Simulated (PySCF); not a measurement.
# CH3AlF2O (SMILES C[O][Al]([F])[F]) at 4 levels

We compute a comparison of 4 runs (HF/STO-3G, PBE0/3-21G, CCSD(T)/6-31G, CCSD(T)/6-31G**) of CH3AlF2O. Input form: a Python script.

The calculation is run with PySCF 2.14.0.

1 further run of the same task is left out (it didn't finish).

**1. The system as given**

The species is CH3AlF2O (8 atoms), meant as a singlet with charge 0. SMILES: `C[O][Al]([F])[F]`. Geometry: relaxed at PBE0-D4/def2-TZVP.

Bond lengths: C1–O2 1.401 Å, O2–Al3 1.661 Å, Al3–F4 1.634 Å, Al3–F5 1.639 Å, C1–H6 1.095 Å, C1–H7 1.094 Å, C1–H8 1.094 Å. Angles: C1–O2–Al3 136.9°, O2–Al3–F4 119.6°, O2–Al3–F5 122.1°, F4–Al3–F5 118.3°, O2–C1–H6 112.5°, O2–C1–H7 109.7°, O2–C1–H8 109.7°, H6–C1–H7 108.4°, H6–C1–H8 108.4°, H7–C1–H8 108.1°.

**2. Energy and forces at HF/STO-3G (run 1)**

job.py

```python
import pyscf.grad
from pyscf import gto, scf

mol = gto.M(
    atom='''
C     -0.239000     0.900700     0.881500
O     -0.459800    -0.316300     0.222600
Al     0.227600    -1.156300    -1.035300
F     -0.392600    -2.602700    -1.474500
F      1.520300    -0.581200    -1.861800
H      0.609600     1.454200     0.465200
H     -0.042800     0.715700     1.941600
H     -1.131100     1.528900     0.804800
''',
    basis='sto-3g',
    max_memory=1860,
    verbose=3,
)

calc0 = scf.RHF(mol)
calc0.conv_tol = 1e-10
calc0.kernel()
if not calc0.converged:
    calc0 = calc0.newton().run(calc0.mo_coeff, calc0.mo_occ)

etot = calc0.e_tot
print('E(%s) = %.9f' % ('HF', etot))
grad = calc0.Gradients().kernel()
dip = calc0.dip_moment()
pop, q = calc0.mulliken_pop()
```

Started as:

```bash
$ OMP_NUM_THREADS=1 python job.py
```

Log:

```text
converged SCF energy = -548.202875394226
E(HF) = -548.202875394
--------------- RHF gradients ---------------
         x                y                z
0 C    -0.0077792951     0.0104332771     0.0147420256
1 O     0.0066292685     0.0263603394     0.0125369375
2 Al    -0.0104305019    -0.0069854536     0.0049684251
3 F    -0.0078773633    -0.0230518964    -0.0089132898
4 F     0.0217549545     0.0088176073    -0.0145204767
5 H    -0.0012185073    -0.0063090360    -0.0033203326
6 H    -0.0013253620    -0.0040546712    -0.0035551306
7 H     0.0002468066    -0.0052101666    -0.0019381586
----------------------------------------------
Dipole moment(X, Y, Z, Debye):  0.21743,  0.77449,  0.34485
 ** Mulliken pop  **
pop of  0 C 1s            1.99229
pop of  0 C 2s            1.17337
pop of  0 C 2px           1.01585
pop of  0 C 2py           0.88249
pop of  0 C 2pz           0.98813
pop of  1 O 1s            1.99739
pop of  1 O 2s            1.78186
pop of  1 O 2px           1.80174
pop of  1 O 2py           1.34303
pop of  1 O 2pz           1.58776
pop of  2 Al 1s           1.99943
pop of  2 Al 2s           1.98065
pop of  2 Al 3s           0.74551
pop of  2 Al 2px          1.94125
pop of  2 Al 2py          1.94371
pop of  2 Al 2pz          1.94067
pop of  2 Al 3px          0.41004
pop of  2 Al 3py          0.44717
pop of  2 Al 3pz          0.40489
pop of  3 F 1s            1.99915
pop of  3 F 2s            1.95589
pop of  3 F 2px           1.88501
pop of  3 F 2py           1.63218
pop of  3 F 2pz           1.90600
pop of  4 F 1s            1.99916
pop of  4 F 2s            1.95607
pop of  4 F 2px           1.69577
pop of  4 F 2py           1.89862
pop of  4 F 2pz           1.83672
pop of  5 H 1s            0.96062
pop of  6 H 1s            0.94882
pop of  7 H 1s            0.94878
 ** Mulliken atomic charges  **
charge of    0C =     -0.05213
charge of    1O =     -0.51177
charge of    2Al =      1.18669
charge of    3F =     -0.37823
charge of    4F =     -0.38634
charge of    5H =      0.03938
charge of    6H =      0.05118
charge of    7H =      0.05122
```

Run time: 5.1 s. Hardware: 1 thread of Intel Xeon at 2.50GHz (Skylake/Cascade Lake), shared host; peak memory 0.11 GiB.

**3. Energy and gradient at PBE0/3-21G (run 2)**

mol.xyz

```xyz
8
CH3AlF2O
C     -0.239000     0.900700     0.881500
O     -0.459800    -0.316300     0.222600
Al     0.227600    -1.156300    -1.035300
F     -0.392600    -2.602700    -1.474500
F      1.520300    -0.581200    -1.861800
H      0.609600     1.454200     0.465200
H     -0.042800     0.715700     1.941600
H     -1.131100     1.528900     0.804800
```

calc.py

```python
from pyscf import gto, dft

system = gto.Mole()
system.atom = 'mol.xyz'
system.verbose = 3
system.basis = '3-21g'
system.max_memory = 1860
system.build()

ks = dft.RKS(system, xc='pbe0')
ks.grids.level = 5
ks.conv_tol = 1e-10
ks.kernel()
if not ks.converged:
    ks = ks.newton().run(ks.mo_coeff, ks.mo_occ)

energy = ks.e_tot
print('E = %.10f Eh' % energy)
grad = ks.nuc_grad_method().kernel()
dip = ks.dip_moment()
pop, q = ks.mulliken_pop()
```

Started as:

```bash
$ OMP_NUM_THREADS=1 python calc.py
```

Log:

```text
converged SCF energy = -553.932594977078
[... 9 lines left out ...]
Dipole moment(X, Y, Z, Debye):  0.12668,  1.93525,  1.26160
[... 64 lines left out ...]
charge of    7H =      0.21666
```

Run time: 42 s. Hardware: 1 thread of Intel Xeon at 2.50GHz (Skylake/Cascade Lake), shared host; peak memory 0.56 GiB.

Run 3 isn't shown in full; the table further down has it.

**4. A single-point energy at CCSD(T)/6-31G(d,p) (spherical functions) (run 4)**

input.py

```python
# C[O][Al]([F])[F]
from pyscf import gto, scf, cc

mol = gto.M(
    atom='''
C     -0.239000     0.900700     0.881500
O     -0.459800    -0.316300     0.222600
Al     0.227600    -1.156300    -1.035300
F     -0.392600    -2.602700    -1.474500
F      1.520300    -0.581200    -1.861800
H      0.609600     1.454200     0.465200
H     -0.042800     0.715700     1.941600
H     -1.131100     1.528900     0.804800
''',
    max_memory=1860,
    basis='6-31g**',
    verbose=4,
    spin=0,
)

calc0 = scf.RHF(mol)
calc0.conv_tol = 1e-10
calc0.kernel()
if not calc0.converged:
    calc0 = calc0.newton().run(calc0.mo_coeff, calc0.mo_occ)

mycc = cc.CCSD(calc0, frozen=9)
mycc.kernel()
e_t = mycc.ccsd_t()
etot = mycc.e_tot + e_t
print('E(%s) = %.9f' % ('CCSD(T)', etot))
calc0.analyze()
```

Started as:

```bash
$ OMP_NUM_THREADS=1 python input.py
```

Log:

```text
PySCF version 2.14.0

[... 108 lines left out ...]
MO #4   energy= -20.556306000062   occ= 2
[... 16 lines left out ...]
MO #21  energy= -0.619068686430482 occ= 2
[... 16 lines left out ...]
MO #38  energy= 0.723234035114376  occ= 0
[... 16 lines left out ...]
MO #55  energy= 1.65850390414548   occ= 0
[... 16 lines left out ...]
MO #72  energy= 2.35163800416176   occ= 0
[... 16 lines left out ...]
MO #89  energy= 3.77965668893313   occ= 0
[... 100 lines left out ...]
Dipole moment(X, Y, Z, Debye):  0.04743,  1.85612,  1.28056
```

Wall time 1.7 min (1 thread of Intel Xeon at 2.50GHz (Skylake/Cascade Lake), shared host); peak memory 0.48 GiB.

**5. The series**

| run | level | integration grid | task | energy (Eh) | dipole moment (D) of the reference | HOMO energy (eV) | LUMO energy (eV) | wall time |
| --- | --- | --- | --- | --- | --- | --- | --- | --- |
| 1 | HF/STO-3G | – | gradient | -548.202875 | 0.88 | -8.46 | 10.29 | 5.1 s |
| 2 | PBE0/3-21G | 5 | gradient | -553.932595 | 2.31 | -8.05 | -0.44 | 42 s |
| 3 | CCSD(T)/6-31G | – | energy | -555.841569 | 2.87 | -12.72 | 1.97 | 14 s |
| 4 | CCSD(T)/6-31G** (spherical functions) | – | energy | -556.209182 | 2.26 | -12.54 | 2.32 | 1.7 min |

**6. Summary of results**

| quantity | value |
| --- | --- |
| run 4: total energy | -556.20918 Eh |
| run 4: dipole moment (Hartree–Fock density) | 2.26 D |
| run 4: HOMO energy (Hartree–Fock orbitals) | -12.54 eV |
| run 4: LUMO energy (Hartree–Fock orbitals) | 2.32 eV |
| run 4: HOMO–LUMO gap (Hartree–Fock orbitals) | 14.86 eV |
| run 4: correlation energy (9 core orbitals frozen) | -753.7 mEh |
| run 4: (T) correction | -13.89 mEh |
| run 4: T1 diagnostic | 0.013 |

What this shows: In run 1 the basis is minimal, so the values are rough. All runs together took 2.7 min, the longest 1.7 min.
